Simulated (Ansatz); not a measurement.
InSb3 in Ansatz: convergence with k mesh

Input of the first run (k mesh 2 × 2 × 2); the others differ in this setting and in those tied to it:

File input.yaml:

```yaml
crystal:
  lattice:
    - [0.0, 3.794555, 3.794555]
    - [3.794555, 0.0, 3.794555]
    - [3.794555, 3.794555, 0.0]
  atoms:
    - { symbol: Sb, position: [0.505479, 0.511318, 0.484807] }
    - { symbol: Sb, position: [0.751344, 0.750804, 0.731941] }
    - { symbol: Sb, position: [0.242819, 0.263156, 0.24665] }
    - { symbol: In, position: [-0.008564, -0.005178, 0.009168] }
hamiltonian:
  xc: lda
  pseudopotentials: { kind: paw }
kpoints:
  mp_grid: { grid: [2, 2, 2] }
scf:
  occupations: { method: gaussian, width: 0.05 }
output:
  forces: true
  stress: true
  eigenvalues: true
```

Potentials or basis: Ansatz PAW.

Command:

```bash
$ ansatz run input.yaml --threads 2 --pin off --max-ram 5632MiB --backend cpu --events-out ev --progress --plain --runs-dir out
```

The cell isn't the ideal one: atoms moved at random, drawn with an rms of 0.05 Å.

The cell comes from a database or a generator and needn't be the stable form of this composition.

Hardware: 2 threads of Arm Neoverse V1, on a shared host.

Problem. The values tried are 2 × 2 × 2, 3 × 3 × 3, 4 × 4 × 4, 5 × 5 × 5, 6 × 6 × 6, 7 × 7 × 7, 8 × 8 × 8, 10 × 10 × 10, loosest first. From which on does the energy stay within 1 meV/atom of the tightest run that finished?

Solution. From 8 × 8 × 8 on.

```
      k mesh  energy less the tightest run, at zero smearing (meV/atom)  pressure (GPa)  largest force (eV/Å)  SCF cycles  CPU time (s)  peak memory (GiB)
   2 × 2 × 2                                                     -32.75           -3.07                 0.454           7           2.1               0.34
   3 × 3 × 3                                                       4.76           -2.26                 0.168           7           5.4               0.33
   4 × 4 × 4                                                      61.07           -5.18                 0.216           7            12               0.37
   5 × 5 × 5                                                     -15.89           -3.94                 0.283           7            22               0.44
   6 × 6 × 6                                                      17.82           -4.20                 0.158           7            37               0.54
   7 × 7 × 7                                                      11.32           -3.52                 0.177           7            58               0.68
   8 × 8 × 8                                                       0.23           -4.31                 0.225           7            87               0.87
10 × 10 × 10                                                       0.00           -4.12                 0.206           7           170                1.4
```

Not settled before the last step: the pressure (to 0.1 GPa), the largest force (to 0.005 eV/Å). Meshes of other sizes hit other points, so gaps and Fermi surfaces needn't settle smoothly. The tightest run that finished is the yardstick and may itself not be fully converged.

Caveat, for the tightest run too: the PAW data sets come from PBE, with cores solved anew for the run's functional, which leaves a small shift of forces and pressure. Spin-orbit coupling is left out, which matters for the levels of Sb.
